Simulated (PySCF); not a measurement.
# C6H7NS: the cost of one run

Programs: PySCF 2.14.0, with density-fitted response routines of our own. Each step states its level of theory. These are calculated values for one molecule, in the gas phase or a continuum, unless marked as measured. Atoms count from 0, in the outputs and in this text.

**1. The molecule as given**

15 atoms, charge 0, multiplicity 1; geometry from: GFN2-xTB. The atoms were then displaced at random by about 0.01 Å, so the start is not that level's minimum.

Bonds of the start (Å): C0–S1 1.81, S1–C2 1.77, C2–C3 1.35, C3–C4 1.41, C4–N5 1.34, N5–C6 1.33, C6–C7 1.39, C7–C2 1.39, C0–H8 1.11, C0–H9 1.06, C0–H10 1.10, C3–H11 1.07, C4–H12 1.09, C6–H13 1.09, C7–H14 1.05.

**2. Geometry optimisation at PBE0-D3(BJ)/def2-TZVP**

What the job is given:

```
{"job": {"xc": "PBE0", "basis": "def2-TZVP", "d3": "d3bj", "grid": 2, "shake": 0.01, "kind": "geom"}, "charge": 0, "multiplicity": 1}
C      2.741780     0.247020    -0.153160
S      1.630810    -1.181150    -0.295030
C     -0.000350    -0.516980    -0.085940
C     -1.016180    -1.405330    -0.155190
C     -2.333280    -0.925110     0.005350
N     -2.609160     0.362420     0.237510
C     -1.579180     1.195400     0.305640
C     -0.245860     0.831100     0.154050
H      2.627070     0.719500     0.850090
H      3.727410    -0.104740    -0.290990
H      2.473000     0.987220    -0.927790
H     -0.863010    -2.453310    -0.332030
H     -3.213320    -1.569980    -0.041580
H     -1.863950     2.235980     0.491700
H      0.508860     1.560580     0.230120
```

Launch:

```console
> OMP_NUM_THREADS=2 python probes_run.py task.json out
```

One launch serves the whole session: the jobs run in the order shown.

**Question.** How long does this first job take on 2 threads of Intel Xeon at 2.50GHz, shared host, and how much memory does it need?

About 9.8 min, with a peak of 1.7 GiB.
